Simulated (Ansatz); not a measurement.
# TaTi3Si8: the cost of one run

Method: DFT PBE, scalar-relativistic, plane waves, PAW, in Ansatz 0.2.0.

### Step 1. The structure to begin with

Symmetry: C222, No. 21, orthorhombic system. The conventional cell has a = 4.822 Å, b = 8.580 Å, c = 8.293 Å, α = 90.00°, β = 90.00°, γ = 90.00°. Ti (site symmetry 2) has 10 Si at 2.56 to 2.86 Å in its first shell of neighbours. Ti (site symmetry 222) has 10 Si at 2.56 to 2.78 Å in its first shell of neighbours. Ta (site symmetry 222) is surrounded by 10 Si at 2.58 to 2.82 Å. Si (site symmetry 2) is surrounded by 5 Si at 2.53 to 2.88 Å and 2 Ta at 2.58 Å and 3 Ti at 2.73 to 2.86 Å. Si (site symmetry 2) has 5 Si at 2.54 to 2.80 Å and 5 Ti at 2.56 to 2.79 Å in its first shell of neighbours. Around Si (site symmetry 2) lie 5 Si at 2.54 to 2.81 Å and 4 Ti at 2.57 to 2.75 Å and 1 Ta at 2.82 Å. Around Si (site symmetry 2) lie 5 Si at 2.53 to 2.81 Å and 3 Ti at 2.56 to 2.78 Å and 2 Ta at 2.77 Å.

As a file:

```
CELL_PARAMETERS angstrom
2.41075 -4.29004 0.00000
2.41075 4.29004 0.00000
0.00000 0.00000 8.29323
ATOMIC_POSITIONS crystal
Ti 0.00000 0.50000 0.25006
Ti 0.50000 0.00000 0.74994
Ti 0.00000 0.00000 0.00000
Ta 0.50000 0.50000 0.50000
Si 0.00000 0.50000 0.59462
Si 0.50000 0.00000 0.08627
Si 0.00000 0.50000 0.91373
Si 0.50000 0.00000 0.40538
Si 0.50000 0.50000 0.83988
Si 0.00000 0.00000 0.33483
Si 0.50000 0.50000 0.16012
Si 0.00000 0.00000 0.66517
```

The start is the relaxed end of an invented cell (made as: elements ordered on the sites of the TiSi2 type, Ti/Ta on Ti (C222, No. 21)), taken up again for a closer look.

### Step 2. The guess as it stands, on a coarse mesh

Contents of input.yaml:

```yaml
crystal:
  lattice:
    - [2.4107531, -4.2900402, 0.0]
    - [2.4107531, 4.2900402, 0.0]
    - [0.0, 0.0, 8.2932263]
  atoms:
    - { symbol: Ti, position: [0.0, 0.5, 0.250059] }
    - { symbol: Ti, position: [0.5, 0.0, 0.749941] }
    - { symbol: Ti, position: [0.0, 0.0, 0.0] }
    - { symbol: Ta, position: [0.5, 0.5, 0.5] }
    - { symbol: Si, position: [0.0, 0.5, 0.594615] }
    - { symbol: Si, position: [0.5, 0.0, 0.086272] }
    - { symbol: Si, position: [0.0, 0.5, 0.913728] }
    - { symbol: Si, position: [0.5, 0.0, 0.405385] }
    - { symbol: Si, position: [0.5, 0.5, 0.839885] }
    - { symbol: Si, position: [0.0, 0.0, 0.334826] }
    - { symbol: Si, position: [0.5, 0.5, 0.160115] }
    - { symbol: Si, position: [0.0, 0.0, 0.665174] }
basis:
  ecutwfc: 420
kpoints:
  mp_grid: { grid: [4, 4, 2] }
hamiltonian:
  xc: pbe
scf:
  occupations: { method: gaussian, width: 0.1 }
  lower_state_search: "off"
output:
  forces: true
  stress: true
  eigenvalues: true
```

Command:

```bash
> ansatz run input.yaml --threads 4 --pin off --max-ram 8192MiB --backend cpu --events-out ev --progress --plain --runs-dir out
```

Q: Estimate wall time and peak memory on 4 threads of Intel Xeon 6975P-C (Granite Rapids), shared host.

About 1.4 s, with a peak of 0.59 GiB.
